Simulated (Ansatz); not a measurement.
# HfCdB: a short molecular-dynamics run

Aim: set HfCdB (an element-swapped structure, 9 atoms, not relaxed) in motion for 40 steps of 1.5 fs under a Langevin thermostat at 300 K, and see how temperature, energy and positions respond.

Method: DFT PBE, plane waves, PAW, scalar-relativistic, no spin polarisation, in Ansatz 0.2.0.

The cell holds 9 atoms (B3Cd3Hf3): a = 6.946 Å, b = 6.946 Å, c = 3.721 Å, α = 90.00°, β = 90.00°, γ = 60.00°.

Structure file:

```xyz
9
Lattice="3.4732 6.0157 0.0000 -3.4732 6.0157 0.0000 0.0000 0.0000 3.7209" Properties=species:S:1:pos:R:3 pbc="T T T"
B     0.0000    0.0000    1.8604
Hf    0.6946    6.0157    0.0000
Hf    1.3893    2.4063    0.0000
Hf   -2.0839    3.6094    0.0000
Cd   -1.6949    6.0157    1.8604
Cd    2.5840    4.4757    1.8604
Cd   -0.8891    1.5400    1.8604
B    -0.0003    4.0107    1.8604
B     0.0003    8.0208    1.8604
```

```
                             quantity                            value
                               length               40 steps of 1.5 fs
     temperature, first and last step                    267 and 863 K
             temperature, second half  mean 1532 K, from 863 to 2059 K
        potential energy, second half     -345 meV/atom from the start
mean square displacement, second half   Cd 0.157, B 0.026, Hf 0.004 Å²
```

Against a set 300 K the second half averages 1532 K, going from 1921 to 863 K over that half; the potential energy of that half lies 345 meV/atom under the start, and the run is not yet in equilibrium. The farthest move is 0.56 Å, and the typical spacing of atoms 2.6 Å: no atom has changed site so far. A run of 60 fs with 9 atoms shows the motion but fixes no equilibrium value.

**Question.** Which input and command would start the first run of this session?

One input that does so (others would too):

input.yaml reads:

```yaml
crystal:
  lattice:
    - [3.47317346, 6.01571289, 0.0]
    - [-3.473175, 6.01571378, 0.0]
    - [0.0, 0.0, 3.720887]
  atoms:
    - { symbol: B, position: [0.0, 0.0, 0.5] }
    - { symbol: Hf, position: [0.6, 0.4, 0.0] }
    - { symbol: Hf, position: [0.4, 0.0, 0.0] }
    - { symbol: Hf, position: [0.0, 0.6, 0.0] }
    - { symbol: Cd, position: [0.256, 0.744, 0.5] }
    - { symbol: Cd, position: [0.744, 0.0, 0.5] }
    - { symbol: Cd, position: [0.0, 0.256, 0.5] }
    - { symbol: B, position: [0.3333, 0.3334, 0.5] }
    - { symbol: B, position: [0.6667, 0.6666, 0.5] }
kpoints:
  mp_grid: { grid: [3, 3, 4] }
magnetization:
  spin_polarized: false
scf:
  occupations: { method: cold, width: 0.15 }
hamiltonian:
  pseudopotentials: { kind: paw }
  xc: pbe
basis:
  ecutwfc: 420
md:
  timestep: 1.5
  n_steps: 40
  ensemble: nvt_langevin
  temperature: 300.0
  initial_velocities: maxwell_boltzmann
  seed: 348647
```

The run is started by

```sh
> ansatz run input.yaml --threads 2 --pin off --max-ram 2560MiB --backend cpu --events-out ev --progress --plain --runs-dir out
```
